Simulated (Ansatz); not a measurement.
# CH3Cr: the cost of one run

Computed with Ansatz 0.2.0 (the levels named in each step, unless a step's input says otherwise).

### Step 1. The starting structure

Bond lengths: C1–Cr2 2.037 Å, C1–H3 1.113 Å, C1–H4 1.113 Å, C1–H5 1.113 Å. Angles: Cr2–C1–H3 110.1°, Cr2–C1–H4 110.1°, Cr2–C1–H5 110.1°, H3–C1–H4 108.8°, H3–C1–H5 108.8°, H4–C1–H5 108.8°.

As a file:

```xyz
5

C    -1.5526    0.0885   -0.3179
Cr    0.4404   -0.0248    0.0899
H    -1.8136   -0.6072   -1.1460
H    -1.8229    1.1245   -0.6205
H    -2.1436   -0.1882    0.5833
```

### Step 2. Relaxation, PBE0-D4/def2-TZVPP

Input file input.yaml:

```yaml
crystal:
  periodic: [false, false, false]
  atoms:
    - { symbol: C, position_ang: [-1.55264879, 0.08845075, -0.31786125] }
    - { symbol: Cr, position_ang: [0.44038377, -0.02478956, 0.08987487] }
    - { symbol: H, position_ang: [-1.81362108, -0.60723703, -1.14604038] }
    - { symbol: H, position_ang: [-1.8228515, 1.1244975, -0.62045041] }
    - { symbol: H, position_ang: [-2.14363241, -0.18822166, 0.58333716] }
magnetization:
  spin_polarized: true
  initial_magnetization: 5
basis:
  gaussian: { orbitals: def2-TZVPP }
hamiltonian:
  xc: pbe0
  dispersion: d4
relax:
  f_tol: 0.002
  max_steps: 150
```

The run is started by

```console
ansatz run input.yaml --threads 2 --pin off --max-ram 5120MiB --backend cpu --events-out ev --progress --plain --runs-dir out
```

Q: Estimate wall time and peak memory on 2 threads of Intel Xeon at 2.70GHz, shared host.

About 22 s, with a peak of 0.3 GiB.
